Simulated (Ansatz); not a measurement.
Ta3Cu: relaxation of cell and atoms with BLYP

The system is Ta3Cu.

```
CELL_PARAMETERS angstrom
-2.00651 2.00651 4.20817
2.00651 -2.00651 4.20817
2.00651 2.00651 -4.20817
ATOMIC_POSITIONS crystal
Ta 0.50000 0.50000 0.00000
Ta 0.25000 0.75000 0.50000
Ta 0.75000 0.25000 0.50000
Cu 0.00000 0.00000 0.00000
```

The cell comes from a database or a generator and needn't be the stable form of this composition.

```yaml
Program: Ansatz 0.2.0
Task: relaxation of cell and atoms
Functional: BLYP
Potentials_or_basis: Ansatz PAW
Cutoff: "420 eV (not typed: the program's choice for these potentials)"
k_mesh: 7 × 7 × 7
Occupations: fermi-dirac, width 0.05 eV
Spin: no spin polarisation
```

- Relaxed volume: 17.58 Å³/atom
- Relaxed cell: a = 5.126 Å, b = 5.126 Å, c = 5.126 Å, α = 133.18°, β = 133.18°, γ = 68.37°
- Space group after relaxing (to 0.05 Å): I4/mmm (No. 139)
- Energy gained by relaxing: 13.2 meV/atom
- Ionic steps: 5
- Pressure after relaxing: 0.0 GPa
- Band gap on the k mesh: none (metal or under the smearing width)

The path:
```csv
step,energy change (eV),largest force (eV/Å),volume (Å³)
1,0.0000,0.0000,67.77
2,-0.0509,0.0000,70.68
3,-0.0520,0.0000,70.34
4,-0.0520,0.0000,70.33
5,-0.0529,0.0000,70.33
```

Final structure:
```
Ta Cu
1.0
    -2.03633    2.03633    4.24001
     2.03633   -2.03633    4.24001
     2.03633    2.03633   -4.24001
Ta Cu
3 1
Direct
  0.50000 0.50000 0.00000
  0.25000 0.75000 0.50000
  0.75000 0.25000 0.50000
  0.00000 0.00000 0.00000
```

Levels at points of the mesh, in eV from the Fermi level:
| k point | band 27 | band 28 | band 29 | band 30 | band 31 | band 32 |
| --- | --- | --- | --- | --- | --- | --- |
| (0.00, 0.00, 0.00) | -1.53 | -0.21 | -0.21 | 0.10 | 2.13 | 2.14 |

Run time: 21 s on 2 threads of Arm Neoverse V2, with other jobs on the host, peak memory 0.42 GiB.

Caveat: the plane-wave basis is chosen anew once the cell has moved, so the energies of steps on either side of that aren't comparable; the PAW data sets come from PBE, with cores solved anew for the run's functional, which leaves a small shift of forces and pressure. Spin-orbit coupling is left out, which matters for the levels of Ta.
